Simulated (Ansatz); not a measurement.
# CCSDTQ/STO-3G run of SnClF (SMILES [F][Sn][Cl])

What is the electronic atomisation energy of SnClF at CCSDTQ/STO-3G? 

The results are computed with Ansatz 0.2.0.

59 further runs of the same task are left out: 12 that didn't finish, 47 set aside as unsound or not needed.

### 1 Starting point

The species is SnClF (3 atoms), meant as a singlet with charge 0. As SMILES, `[F][Sn][Cl]`. The shape is that of a PBE0-D4/def2-TZVP optimisation.

Bond lengths: F1–Sn2 1.935 Å, Sn2–Cl3 2.360 Å. Angles: F1–Sn2–Cl3 96.9°.

### 2 A single-point energy at CCSDTQ/STO-3G

Contents of input.yaml:

```yaml
crystal:
  periodic: [false, false, false]
  atoms:
    - symbol: F
      position_ang: [-1.389600, 0.223100, -0.744400]
    - symbol: Sn
      position_ang: [0.164300, 0.898100, 0.190700]
    - symbol: Cl
      position_ang: [1.214300, -1.186000, 0.540500]
basis:
  gaussian:
    orbitals: STO-3G
correlation:
  method: ccsdtq
  frozen_orbitals: {Cl: 5, F: 1, Sn: 18}
accuracy: high
scf:
  omitted_lower_state_checks: [cluster_reference, increment]
```

Launch:

```sh
$ ansatz run input.yaml --threads 1 --pin off --max-ram 2610MiB --events-out events.jsonl --progress --plain --runs-dir runs
```

The log of the run, shortened:

```text
Warning: RAYON_NUM_THREADS=1 ignored (pool sized by the plan → 1); use --threads N
Functional definition: HF
  name "HF"
[...]
752 factors; integrals over basis functions are off by at most 5.4e-9 eV
[...]
mean field -177308.66428284 eV, -6515.9732282651 hartree, gradient 3.3e-8 eV, S^2 0.000000; 0 other end points of the search recorded, 0 dependent functions left out
24 core orbitals not correlated: weight in the atoms' cores, before any rotation towards them, 1.000 or more for the frozen orbitals, at most 0.000 for the correlated occupied ones
reference -177308.66428284 eV, -6515.9732282651 hartree; 14, 14 occupied and 3, 3 virtual orbitals, 752 factors
second order -1.42563800 eV of doubles, -0.00000000 eV of singles
cycle   1  -1.49141148 eV  change   -6.6e-2 eV  update   1.3e-1
[...]
cycle  31  -2.00280819 eV  change    2.7e-9 eV  update   2.3e-9
Total energy: -177310.66709103 eV, -6516.0468301086 hartree
Checks for a lower state left out: cluster_reference, increment
```

Run time: 83 s. Hardware: 1 thread of Arm Neoverse V1, shared host; peak memory 1.5 GiB.

### 3 The Cl atom at the same level

Contents of molecule.yaml:

```yaml
crystal:
  periodic: [false, false, false]
  atoms:
    - {symbol: Cl, position_ang: [0.000000, 0.000000, 0.000000]}
basis:
  gaussian: {orbitals: STO-3G}
total_charge: 0
magnetization: {spin_polarized: true, initial_magnetization: 1}
correlation: {method: ccsdtq, frozen_orbitals: {Cl: 5}}
accuracy: high
scf: {omitted_lower_state_checks: [cluster_reference, increment]}
```

Launch:

```sh
$ ansatz run molecule.yaml --threads 1 --pin off --max-ram 2610MiB --events-out events.jsonl --progress --plain --runs-dir runs
```

The log of the run, shortened:

```text
Warning: RAYON_NUM_THREADS=1 ignored (pool sized by the plan → 1); use --threads N
Functional definition: HF
  name "HF"
[...]
42 factors; integrals over basis functions are off by at most 4.6e-9 eV
[...]
mean field -12368.72316544 eV, -454.5421925083 hartree, gradient 1.9e-13 eV, S^2 0.750000; 3 other end points of the search recorded, 0 dependent functions left out
5 core orbitals not correlated: weight in the atoms' cores, before any rotation towards them, 1.000 or more for the frozen orbitals, at most 0.000 for the correlated occupied ones
reference -12368.72316544 eV, -454.5421925083 hartree; 4, 3 occupied and 0, 1 virtual orbitals, 42 factors
second order 0.00000000 eV of doubles, 0.00000000 eV of singles
cycle   1  0.00000000 eV  change     0.0e0 eV  update    0.0e0
cycle   2  0.00000000 eV  change     0.0e0 eV  update    0.0e0
Total energy: -12368.72316544 eV, -454.5421925083 hartree
Checks for a lower state left out: cluster_reference, increment
```

It took 0.64 s on 1 thread of Arm Neoverse V1, shared host.

### 4 The F atom

Contents of run.yaml:

```yaml
crystal:
  periodic: [false, false, false]
  atoms:
    - {symbol: F, position_ang: [0.000000, 0.000000, 0.000000]}
basis:
  gaussian: {orbitals: STO-3G}
magnetization: {spin_polarized: true, initial_magnetization: 1}
correlation: {method: ccsdtq, frozen_orbitals: {F: 1}}
accuracy: high
scf: {omitted_lower_state_checks: [cluster_reference, increment]}
```

Run the same way, it converges to -97.98651 Eh (log not shown).

### 5 The Sn atom, same level

Contents of in.yaml:

```yaml
basis:
  gaussian:
    orbitals: STO-3G
crystal:
  periodic: [false, false, false]
  atoms:
    - symbol: Sn
      position_ang: [0.000000, 0.000000, 0.000000]
magnetization:
  spin_polarized: true
  initial_magnetization: 2
correlation:
  method: ccsdtq
  frozen_orbitals: {Sn: 18}
accuracy: high
scf:
  omitted_lower_state_checks: [cluster_reference, increment]
```

Launch:

```sh
$ ansatz run in.yaml --threads 1 --pin off --max-ram 2610MiB --events-out events.jsonl --progress --plain --runs-dir runs
```

The log of the run, shortened:

```text
Warning: RAYON_NUM_THREADS=1 ignored (pool sized by the plan → 1); use --threads N
Functional definition: HF
  name "HF"
[...]
251 factors; integrals over basis functions are off by at most 4.4e-9 eV
[...]
mean field -162267.10534540 eV, -5963.2061328489 hartree, gradient 3.9e-9 eV, S^2 2.000002; 3 other end points of the search recorded, 0 dependent functions left out
18 core orbitals not correlated: weight in the atoms' cores, before any rotation towards them, 1.000 or more for the frozen orbitals, at most 0.000 for the correlated occupied ones
reference -162267.10534540 eV, -5963.2061328489 hartree; 8, 6 occupied and 1, 3 virtual orbitals, 251 factors
second order -0.20018918 eV of doubles, 0.00000000 eV of singles
cycle   1  -0.29387356 eV  change   -9.4e-2 eV  update   4.0e-2
[...]
cycle  16  -0.37366760 eV  change  -3.7e-10 eV  update  5.3e-10
Total energy: -162267.47901299 eV, -5963.2198648798 hartree
Checks for a lower state left out: cluster_reference, increment
```

Wall time 22 s (1 thread of Arm Neoverse V1, shared host); peak memory 0.12 GiB.

### 6 Results

Level: CCSDTQ/STO-3G, 24 core orbitals frozen.

| quantity | value |
| --- | --- |
| molecule: total energy | -6516.04683 Eh |
| molecule: correlation energy (24 core orbitals frozen) | -73.6 mEh |
| molecule: T1 diagnostic | 0.021 |
| Cl atom: total energy | -454.54219 Eh |
| Cl atom: correlation energy (5 core orbitals frozen) | 0.0 mEh |
| Cl atom: ⟨S²⟩ of the reference determinant | 0.750 |
| Cl atom: T1 diagnostic | 0.000 |
| F atom: total energy | -97.98651 Eh |
| F atom: correlation energy (1 core orbital frozen) | 0.0 mEh |
| F atom: ⟨S²⟩ of the reference determinant | 0.750 |
| F atom: T1 diagnostic | 0.000 |
| Sn atom: total energy | -5963.21986 Eh |
| Sn atom: correlation energy (18 core orbitals frozen) | -13.7 mEh |
| Sn atom: ⟨S²⟩ of the reference determinant | 2.000 |
| Sn atom: T1 diagnostic | 0.000 |
| electronic atomisation energy | 8.116 eV |

What this shows: Taking the molecule apart into free atoms costs 8.12 eV (783 kJ/mol), before zero-point energy and without spin-orbit coupling. In a minimal basis such a difference can be off by several eV, whatever the method. Relativity is left out (molecule) although the molecule holds a heavy atom. Relativity is left out (Sn atom) although the molecule holds a heavy atom.
